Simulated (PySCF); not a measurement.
# The bond of GaB+, level by level

One table from this session's results is given with a row withheld; the runs are named, their logs left out.

Method: Ga def2-SVPD, B def2-SVPD, no relativity; program: PySCF 2.14.0.

Set-up of the first run:

Settings of the job:

```yaml
atoms: Ga, B
charge: 1
basis: Ga def2-SVPD, B def2-SVPD
Hamiltonian: no relativity
basis_functions: 58
electrons_treated: 35
masses_in_u: 68.9256, 11.0093
levels: PBE0, PBE, r²SCAN, BHandHLYP, TPSSh, M06-L, ωB97X, HF, MP2, SCS-MP2, CCSD, CCSD(T)
grid: 80 radial by 434 angular points
occupations: held fixed by the projection of orbital angular momentum
dissociation_limit: Ga+ + B, each in its ground configuration
starting_distance_in_angstrom: 2.120
values_of_2S_to_try: 1, 3
```

Run with:

```sh
OMP_NUM_THREADS=1 python dia.py task.json out
```

Steps of the session up to this table: The job; PBE0 along the bond; Excited determinants; PBE (GGA); r²SCAN (meta-GGA); BHandHLYP; TPSSh (hybrid meta-GGA); M06-L (meta-GGA); ωB97X; UHF (mean field); Correlated methods on the Hartree–Fock reference.

One table of the session follows, with a row left open; its other results are not shown here.

It belongs to the step «The curves together». Energy (eV) from each level's lowest point:

```
R (Å)    UHF  UHF-MP2  UHF-SCS-MP2  UHF-CCSD  UHF-CCSD(T)
2.372  0.303    0.212        0.236       n/a          n/a
2.482  0.159    0.098        0.115     0.106        0.097
2.592  0.071    0.034        0.045     0.039        0.034
2.675  0.032    0.010        0.016     0.012        0.009
2.758  0.010    0.000        0.003     0.001        0.000
2.841      ?        ?            ?         ?            ?
2.951  0.002    0.015        0.009     0.012        0.016
3.089  0.020    0.046        0.034     0.040        0.047
3.254  0.055    0.093        0.076     0.085        0.095
3.475  0.112    0.163        0.140       n/a          n/a
```

**Question.** Estimate the row for R (Å) = 2.841.

Worked estimate for «UHF». A straight line through the neighbours (2.758, 0.010) and (2.951, 0.002) gives 0.010 + (0.002 − 0.010) × (2.841 − 2.758) / (2.951 − 2.758) = 0.007; a parabola fitted to 4 rows on both sides gives 0.001.

**Answer.** UHF: 0.000; UHF-MP2: 0.001; UHF-SCS-MP2: 0.000; UHF-CCSD: 0.000; UHF-CCSD(T): 0.002. In «UHF» the line misses by +0.007 and the parabola by +0.001.
